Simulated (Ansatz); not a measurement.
# C2H9BFNSi: the cost of one run

Method: UKS revPBE/STO-3G, in Ansatz 0.2.0.

## Step 1: The system as given

Bond lengths: C1–C2 1.509 Å, C2–Si3 1.866 Å, C2–B4 1.573 Å, B4–N5 1.596 Å, B4–F6 1.422 Å, C1–H7 1.161 Å, C1–H8 1.088 Å, C1–H9 1.096 Å, C2–H10 1.123 Å, Si3–H11 1.510 Å, Si3–H12 1.420 Å, Si3–H13 1.463 Å, N5–H14 1.035 Å, N5–H15 1.061 Å. Angles (14 of 24 angles, heavy atoms first): C1–C2–Si3 108.7°, C1–C2–B4 116.2°, Si3–C2–B4 108.9°, C2–B4–N5 118.5°, C2–B4–F6 123.8°, N5–B4–F6 117.7°, C1–C2–H10 107.1°, Si3–C2–H10 108.9°, B4–C2–H10 106.9°, C2–C1–H7 107.9°, C2–C1–H8 110.5°, C2–C1–H9 115.4°, C2–Si3–H11 108.2°, C2–Si3–H12 111.4°.

Coordinates:

```xyz
15

C    -0.3156    0.2700    1.5406
C     0.5547    0.3100    0.3086
Si    1.1224   -1.4242   -0.0804
B    -0.0955    0.9337   -0.9805
N    -1.4127    0.2541   -1.5737
F     0.3896    2.1061   -1.6229
H    -0.6867    1.3497    1.7495
H    -1.2100   -0.3208    1.3571
H     0.1903   -0.0369    2.4628
H     1.4511    0.9381    0.5589
H     1.8602   -1.9595    1.1229
H     0.0225   -2.2802   -0.3530
H     2.0150   -1.3683   -1.2379
H    -1.7282    0.8273   -2.3759
H    -2.1789    0.3500   -0.8466
```

## Step 2: Preparing the start

Input file input.yaml:

```yaml
crystal:
  periodic: [false, false, false]
  atoms:
    - { symbol: C, position_ang: [-0.3156, 0.27, 1.5406] }
    - { symbol: C, position_ang: [0.5547, 0.31, 0.3086] }
    - { symbol: Si, position_ang: [1.1224, -1.4242, -0.0804] }
    - { symbol: B, position_ang: [-0.0955, 0.9337, -0.9805] }
    - { symbol: "N", position_ang: [-1.4127, 0.2541, -1.5737] }
    - { symbol: F, position_ang: [0.3896, 2.1061, -1.6229] }
    - { symbol: H, position_ang: [-0.6867, 1.3497, 1.7495] }
    - { symbol: H, position_ang: [-1.21, -0.3208, 1.3571] }
    - { symbol: H, position_ang: [0.1903, -0.0369, 2.4628] }
    - { symbol: H, position_ang: [1.4511, 0.9381, 0.5589] }
    - { symbol: H, position_ang: [1.8602, -1.9595, 1.1229] }
    - { symbol: H, position_ang: [0.0225, -2.2802, -0.353] }
    - { symbol: H, position_ang: [2.015, -1.3683, -1.2379] }
    - { symbol: H, position_ang: [-1.7282, 0.8273, -2.3759] }
    - { symbol: H, position_ang: [-2.1789, 0.35, -0.8466] }
magnetization:
  spin_polarized: true
basis:
  gaussian: { orbitals: STO-3G }
hamiltonian:
  xc: revpbe
relax:
  f_tol: 0.02
  max_steps: 40
```

Started as:

```sh
$ ansatz run input.yaml --threads 1 --pin off --max-ram 2048MiB --backend cpu --events-out ev --progress --plain --runs-dir out
```

Q: Estimate wall time and peak memory on 1 thread of Arm Neoverse V2, shared host.

About 58 s, with a peak of 0.2 GiB.
